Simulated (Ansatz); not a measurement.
Geometry optimisation, DFT r2SCAN, scalar-relativistic, plane waves, PAW (Ansatz 0.2.0).

input.yaml

```yaml
crystal:
  lattice:
    - [5.728979, 0.0, 0.0]
    - [2.86449, 4.961441, 0.0]
    - [0.0, 0.0, 17.847115]
  atoms:
    - { symbol: Mg, position: [0.0, 0.0, 0.05603147] }
    - { symbol: O, position: [0.33333324, 0.83333341, 0.12155595] }
    - { symbol: Mg, position: [-6.0e-08, 0.50000005, 0.05603147] }
    - { symbol: O, position: [0.3333333, 0.33333337, 0.12155595] }
    - { symbol: Mg, position: [0.50000001, 0.0, 0.05603147] }
    - { symbol: O, position: [0.83333325, 0.83333341, 0.12155595] }
    - { symbol: Mg, position: [0.49999995, 0.50000005, 0.05603147] }
    - { symbol: O, position: [0.83333331, 0.33333337, 0.12155595] }
    - { symbol: Mg, position: [0.6666666, 0.66666673, 0.18708043] }
    - { symbol: O, position: [-6.0e-08, 0.50000005, 0.25260491] }
    - { symbol: Mg, position: [0.66666666, 0.16666668, 0.18708043] }
    - { symbol: O, position: [-1.2e-07, 1.0000001, 0.25260491] }
    - { symbol: Mg, position: [0.16666659, 0.66666673, 0.18708043] }
    - { symbol: O, position: [0.49999995, 0.50000005, 0.25260491] }
    - { symbol: Mg, position: [0.16666665, 0.16666668, 0.18708043] }
    - { symbol: O, position: [0.49999989, 1.0000001, 0.25260491] }
    - { symbol: Mg, position: [0.3333333, 0.33333337, 0.31812939] }
    - { symbol: O, position: [0.66666666, 0.16666668, 0.38365388] }
    - { symbol: Mg, position: [0.33333324, 0.83333341, 0.31812939] }
    - { symbol: O, position: [0.6666666, 0.66666673, 0.38365388] }
    - { symbol: Mg, position: [0.83333331, 0.33333337, 0.31812939] }
    - { symbol: O, position: [0.16666665, 0.16666668, 0.38365388] }
    - { symbol: Mg, position: [0.83333325, 0.83333341, 0.31812939] }
    - { symbol: O, position: [0.16666659, 0.66666673, 0.38365388] }
    - { symbol: Mg, position: [0.5555555, 0.55555561, 0.48563114] }
basis:
  ecutwfc: 500.0
kpoints:
  mp_grid: { grid: [2, 2, 1] }
hamiltonian:
  xc: r2scan
  pseudopotentials: { kind: paw, azcp: { folder: soft_1 } }
scf:
  occupations: { method: gaussian, width: 0.05 }
  lower_state_search: "off"
relax:
  f_tol: 0.03
  max_steps: 60
  adjacent_minimum: "off"
  constraints: [{ sites: [0, 1, 2, 3, 4, 5, 6, 7] }]
output:
  write_density: true
  write_potential: true
  elf: true
  volumetric_format: npy
```

Command:

```bash
$ ansatz run input.yaml --threads 4 --pin off --max-ram 10240MiB --backend cpu --events-out ev --progress --plain --runs-dir out
```

Problem. Where does it end, and by what steps?

Solution. It converged. Limits of this set-up: coarse k mesh, thin slab, slab without dipole correction, a typed lattice constant that wasn't relaxed here. After 8 steps the energy has fallen by 5.375 eV; Mg25 moved furthest, 0.78 Å. Joined: Mg17–Mg25 (3.71 → 2.74 Å), O18–Mg25 (2.70 → 1.89 Å), O24–Mg25 (2.70 → 1.89 Å).

```json
{"step": "0", "energy less start (eV)": "0.0000", "largest force component (eV/Å)": "5.001", "accepted": "yes"}
{"step": "1", "energy less start (eV)": "-1.9395", "largest force component (eV/Å)": "5.249", "accepted": "yes"}
{"step": "2", "energy less start (eV)": "-3.4847", "largest force component (eV/Å)": "3.350", "accepted": "yes"}
{"step": "3", "energy less start (eV)": "-4.5108", "largest force component (eV/Å)": "1.882", "accepted": "yes"}
{"step": "4", "energy less start (eV)": "-5.0881", "largest force component (eV/Å)": "0.935", "accepted": "yes"}
{"step": "5", "energy less start (eV)": "-5.3513", "largest force component (eV/Å)": "0.307", "accepted": "yes"}
{"step": "6", "energy less start (eV)": "-5.3532", "largest force component (eV/Å)": "0.244", "accepted": "yes"}
{"step": "7", "energy less start (eV)": "-5.3741", "largest force component (eV/Å)": "0.074", "accepted": "yes"}
{"step": "8", "energy less start (eV)": "-5.3754", "largest force component (eV/Å)": "0.014", "accepted": "yes"}
```

```xyz
25
Lattice="5.7290 0.0000 0.0000 2.8645 4.9614 0.0000 0.0000 0.0000 17.8471" Properties=species:S:1:pos:R:3
Mg 0.000 0.000 1.000
O 4.297 4.135 2.169
Mg 1.432 2.481 1.000
O 2.864 1.654 2.169
Mg 2.864 0.000 1.000
O 7.161 4.135 2.169
Mg 4.297 2.481 1.000
O 5.729 1.654 2.169
Mg 5.739 3.313 3.544
O 1.432 2.475 4.637
Mg 4.297 0.816 3.544
O 2.869 4.964 4.637
Mg 2.855 3.313 3.544
O 4.297 2.481 4.613
Mg 1.432 0.827 3.516
O 5.724 4.964 4.637
Mg 2.842 1.641 5.954
O 4.297 0.895 7.094
Mg 4.297 4.160 5.953
O 5.670 3.274 7.093
Mg 5.751 1.641 5.953
O 1.432 0.827 7.092
Mg 7.162 4.135 6.256
O 2.924 3.273 7.094
Mg 4.298 2.481 8.118
```

Whether the end is a true minimum wasn't checked by a vibrational analysis.

Run time: 3.6 min on 4 threads of Arm Neoverse V1, on a shared host, peak memory 2.1 GiB.
